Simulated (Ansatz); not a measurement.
**CH₅F₂NOSi: up Jacob's ladder to CCSD(T)**

The task here is to estimate one member of a computed series from the others.

Computed with Ansatz 0.2.0, Gaussian basis. Level: functionals in def2-TZVPP, the program's frozen cores in correlated methods.

The runs, in order: PBE-D4, r2SCAN-D4, PBE0-D4, B3LYP-D4, ωB97X-V, ωB97M-V, B2PLYP; CCSD(T)/def2-TZVPP; MP2/def2-QZVPP; extrapolation to the limit.

## The relaxed structure

An earlier PBE0-D4 in a triple-zeta def2 set relaxation fixed the geometry.

SMILES `NC(F)O[SiH2]F`, 11 atoms, charge 0, spin multiplicity 1.

Atoms are counted from 1 here; the program's logs count them from 0.

Bond lengths: N1–C2 1.397 Å, N1–H7 1.012 Å, N1–H8 1.010 Å, C2–F3 1.409 Å, C2–O4 1.374 Å, C2–H9 1.094 Å, O4–Si5 1.640 Å, Si5–F6 1.595 Å, Si5–H10 1.475 Å, Si5–H11 1.474 Å. Angles: C2–N1–H7 111.4°, C2–N1–H8 111.8°, H7–N1–H8 110.6°, N1–C2–F3 112.7°, N1–C2–O4 109.4°, N1–C2–H9 110.9°, F3–C2–O4 107.3°, F3–C2–H9 104.6°, O4–C2–H9 112.0°, C2–O4–Si5 126.7°, O4–Si5–F6 109.4°, O4–Si5–H10 112.7°, O4–Si5–H11 104.8°, F6–Si5–H10 107.4°, F6–Si5–H11 108.9°, H10–Si5–H11 113.5°.

The first run:

Input file in.yaml:

```yaml
crystal:
  periodic: [false, false, false]
  atoms:
    - {symbol: N, position_ang: [0.004555, -1.925915, 0.710823]}
    - {symbol: C, position_ang: [-0.260116, -0.556407, 0.634678]}
    - {symbol: F, position_ang: [0.602901, 0.209569, 1.443847]}
    - {symbol: O, position_ang: [-0.090180, -0.130751, -0.660385]}
    - {symbol: Si, position_ang: [0.077653, 1.419304, -1.169361]}
    - {symbol: F, position_ang: [-1.167567, 2.279464, -0.666963]}
    - {symbol: H, position_ang: [0.924659, -2.144992, 0.351045]}
    - {symbol: H, position_ang: [-0.102663, -2.277210, 1.651472]}
    - {symbol: H, position_ang: [-1.262687, -0.331559, 1.011166]}
    - {symbol: H, position_ang: [1.297198, 2.061883, -0.644685]}
    - {symbol: H, position_ang: [0.041547, 1.339513, -2.641137]}
basis:
  gaussian: {orbitals: def2-TZVPP}
hamiltonian: {xc: pbe, dispersion: d4}
output: {forces: true, orbitals: {seedname: orbitals}}
```

Run with:

```console
$ ansatz run in.yaml --threads 4 --pin off --events-out ev --progress --plain --max-ram 10444MiB
```

Among the steps run: PBE-D4 (GGA); r2SCAN-D4 (meta-GGA); PBE0-D4 (hybrid); B3LYP-D4 (hybrid); ωB97X-V (range-separated); ωB97M-V (range-separated); B2PLYP (double hybrid); CCSD(T) in def2-TZVPP; MP2 in def2-QZVPP.

One table of the session follows, with a row left open; its other results are not shown here.

```
            method  atomisation energy (kJ/mol)
            PBE-D4                       4274.2
         r2SCAN-D4                       4186.1
           PBE0-D4                            ?
          B3LYP-D4                       4178.1
           ωB97X-V                       4209.1
           ωB97M-V                       4205.4
            B2PLYP                       4143.5
     HF/def2-TZVPP                       2931.5
    MP2/def2-TZVPP                       4178.2
   CCSD/def2-TZVPP                       3999.3
CCSD(T)/def2-TZVPP                       4067.5
           MP2/CBS                       4308.9
       CCSD(T)/CBS                       4198.2
```

Q: Estimate the row for PBE0-D4 from the others.

The run gave: atomisation energy (kJ/mol): 4161.9. In the column «atomisation energy (kJ/mol)» it lies between B2PLYP (4143.5) and B3LYP-D4 (4178.1).
